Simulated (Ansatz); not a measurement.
# CH5AlOSi: how energies converge with the basis set

Aim: see how fast density functionals converge with the basis set for CH5AlOSi.

Method: one geometry, several basis sets; program: Ansatz 0.2.0, Gaussian basis.

Levels to be run: PBE0-D4/def2-SVP; ωB97M-V/def2-SVP; PBE0-D4/def2-QZVPP; ωB97M-V/def2-QZVPP; the functionals' def2-TZVPP values are taken from earlier runs.

### 1 The geometry

An earlier PBE0-D4 in a triple-zeta def2 set relaxation fixed the geometry.

SMILES `C[SiH]1[O][AlH]1`, 9 atoms, charge 0, spin multiplicity 1.

Atoms are counted from 1 here; the program's logs count them from 0.

Bond lengths: C1–Si2 1.864 Å, C1–H5 1.093 Å, C1–H6 1.091 Å, C1–H7 1.095 Å, Si2–O3 1.685 Å, Si2–Al4 2.278 Å, Si2–H8 1.493 Å, O3–Al4 1.744 Å, Al4–H9 1.581 Å. Angles: Si2–C1–H5 110.2°, Si2–C1–H6 112.0°, Si2–C1–H7 109.5°, H5–C1–H6 108.6°, H5–C1–H7 107.8°, H6–C1–H7 108.6°, C1–Si2–O3 115.4°, C1–Si2–Al4 128.4°, C1–Si2–H8 107.8°, O3–Si2–Al4 49.5°, O3–Si2–H8 113.4°, Al4–Si2–H8 123.6°, Si2–O3–Al4 83.3°, Si2–Al4–O3 47.3°, Si2–Al4–H9 175.4°, O3–Al4–H9 128.1°.

### 2 PBE0-D4 in def2-SVP

in.yaml reads:

```yaml
crystal:
  periodic: [false, false, false]
  atoms:
    - {symbol: C, position_ang: [-0.204247, 0.732054, -1.336568]}
    - {symbol: Si, position_ang: [0.042499, -0.628878, -0.087342]}
    - {symbol: O, position_ang: [1.159026, -0.299532, 1.130744]}
    - {symbol: Al, position_ang: [-0.217777, -0.539239, 2.174190]}
    - {symbol: H, position_ang: [-1.020080, 0.475475, -2.017930]}
    - {symbol: H, position_ang: [-0.435290, 1.686491, -0.861656]}
    - {symbol: H, position_ang: [0.705931, 0.850498, -1.933284]}
    - {symbol: H, position_ang: [0.336186, -1.886517, -0.836066]}
    - {symbol: H, position_ang: [-0.277946, -0.436453, 3.750913]}
basis:
  gaussian: {orbitals: def2-SVP}
hamiltonian: {xc: pbe0, dispersion: d4}
output: {orbitals: {seedname: orbitals}}
```

Started as:

```sh
> ansatz run in.yaml --threads 2 --pin off --events-out ev --progress --plain --max-ram 4352MiB
```

After this run come: ωB97M-V in def2-SVP; PBE0-D4 in def2-QZVPP; ωB97M-V in def2-QZVPP.

Before running them: what should the planned runs give, taken together? Wanted: PBE0-D4: double and triple zeta above quadruple; ωB97M-V: double and triple zeta above quadruple.

As calculated:

| quantity | value |
| --- | --- |
| PBE0-D4: double and triple zeta above quadruple | 9.72, 0.67 eV |
| ωB97M-V: double and triple zeta above quadruple | 9.81, 0.63 eV |

PBE0-D4 gains 9.05 eV from double to triple zeta, then 0.67 eV more. These are total energies; as a rule much of such shifts cancels in differences, which this series doesn't test.
